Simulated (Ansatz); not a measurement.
# ZrC2: the cost of one run

Program: Ansatz 0.2.0. Level of theory: DFT PBE, scalar-relativistic, plane waves, PAW. These are calculated values, not measurements.

1 further run of the same task is left out (set aside as unsound or not needed).

## 1. The structure to begin with

It takes space group Cmmm (No. 65, orthorhombic). Conventional cell: a = 2.715 Å, b = 6.973 Å, c = 3.104 Å, α = 90.00°, β = 90.00°, γ = 90.00°. Zr (site symmetry mmm) is surrounded by 12 C at 2.49 to 2.61 Å and 2 Zr at 2.72 Å. Around C (site symmetry m2m) lie 2 C at 1.53 Å.

As a file:

```cif
data_structure
_symmetry_space_group_name_H-M 'P 1'
_symmetry_Int_Tables_number 1
_cell_length_a 3.7416
_cell_length_b 3.7416
_cell_length_c 3.1045
_cell_angle_alpha 90.000
_cell_angle_beta 90.000
_cell_angle_gamma 137.449
_cell_volume 29.39
loop_
_atom_site_label
_atom_site_type_symbol
_atom_site_fract_x
_atom_site_fract_y
_atom_site_fract_z
_atom_site_occupancy
Zr1 Zr 0.00000 0.00000 0.50000 1
C1 C 0.69990 0.30010 0.00000 1
C2 C 0.30010 0.69990 0.00000 1
```

It is the end of an earlier relaxation with the same method, from a generated guess; it is a trial structure. At a tolerance of 0.05 Å it has space group Cmmm (No. 65); it has 9.80 Å³/atom, an uncorrected energy of +0.18 eV/atom over the elements.

## 2. Bands, states and charges

input.yaml

```yaml
crystal:
  lattice:
    - [1.3576486056, -3.486588522, 0.0]
    - [1.3576486056, 3.486588522, 0.0]
    - [0.0, 0.0, 3.1044808039]
  atoms:
    - { symbol: Zr, position: [0.0, 0.0, 0.5] }
    - { symbol: C, position: [0.6999036703, 0.3000963297, 0.0] }
    - { symbol: C, position: [0.3000963297, 0.6999036703, 0.0] }
basis:
  ecutwfc: 420
kpoints:
  mp_grid: { grid: [18, 18, 14] }
  band_path:
    path:
      - [[0.0, 0.0, 0.0], [-0.5, 0.5, 0.0], [-0.28790647, 0.71209353, 0.0]]
      - [[0.28790647, 0.28790647, 0.0], [0.0, 0.0, 0.0], [0.0, 0.0, 0.5], [0.28790647, 0.28790647, 0.5]]
      - [[-0.28790647, 0.71209353, 0.5], [-0.5, 0.5, 0.5], [-0.5, 0.5, 0.0]]
      - [[0.0, 0.0, 0.0], [0.0, 0.5, 0.0], [0.0, 0.5, 0.5], [0.0, 0.0, 0.5], [-0.5, 0.5, 0.5]]
    npoints: 14
hamiltonian:
  xc: pbe
scf:
  occupations: { method: gaussian, width: 0.1 }
  n_extra_bands: 7
output:
  forces: true
  stress: true
  eigenvalues: true
  populations: true
  dos: { projected: true, de: 0.02, nscf_kmesh: { grid: [22, 22, 17] } }
  bader: true
  write_density: true
  write_potential: true
  elf: true
  volumetric_format: npy
```

The run is started by

```sh
$ ansatz run input.yaml --threads 1 --pin off --max-ram 2048MiB --backend cpu --events-out ev --progress --plain --runs-dir out
```

**Question.** How long does this run take on 1 thread of Intel Xeon Platinum 8375C at 2.90GHz (Ice Lake), shared host, and how much memory does it need?

About 57 s, with a peak of 0.7 GiB.
